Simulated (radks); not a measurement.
**Mn⁴⁺ in [Ar] 3d3: an all-electron calculation**

The task here is to estimate one member of a computed series from the others.

The numbers are computed with radks (a radial shooting solver on a logarithmic mesh, Libxc functionals) version 1 (scalar-relativistic Kohn-Sham, PBE, spin-polarised, spherical densities, finite nucleus; open shells are filled with parallel spins first), except any that are marked as measured or tabulated.

### What is computed

```
element            : manganese (Z = 25)
charge             : +4
electrons          : 21
configuration      : [Ar] 3d3
nuclear rms radius : 3.7057 fm
```

Outer shells as boxes (Hund's rule):

Mn⁴⁺
```
[Ar] core
3d [↑ ][↑ ][↑ ][  ][  ]
```

Set-up of the first run:

Input:

```text
Z 25
configuration [Ar] 3d3 4s0 4p0
relativity scalar-relativistic
functional pbe,pbe
spin polarised
nucleus finite rms 3.7057 fm
c 137.035999084
```

The run is started by

```bash
$ python run_ks.py task.json out
```

All runs below come from this command, one after another.

One of the session's tables, all rows but one given; the rest of the session is left out.

It belongs to the step «Orbitals and density». Sizes of the orbitals, from the radial functions (bohr):

```
  level      <r>  outermost maximum (interpolated)  90 % within  nodes
1s down  0.06091                            0.0399        0.109      0
  1s up  0.06091                            0.0399        0.109      0
  2s up   0.2796                             0.233        0.434      1
2s down   0.2792                             0.232        0.433      1
  2p up   0.2473                             0.188        0.406      0
2p down        ?                                 ?            ?      ?
  3s up   0.8321                             0.730         1.24      2
3s down   0.8349                             0.731         1.24      2
  3p up   0.8690                             0.741         1.32      1
3p down   0.8738                             0.743         1.33      1
  3d up   0.9612                             0.716         1.57      0
3d down   0.9788                             0.722         1.61      0
  4s up    2.134                              1.96         3.06      3
4s down    2.152                              1.97         3.09      3
  4p up    2.365                              2.17         3.42      2
```

Q: Estimate the row for 2p down from the others.

The run gave: <r>: 0.2468; outermost maximum (interpolated): 0.188; 90 % within: 0.405; nodes: 0. In the column «<r>» it lies between 1s up (0.06091) and 2p up (0.2473).

Caveats from the session: Open shells are spherical and high-spin; term and fine-structure splittings are not resolved.
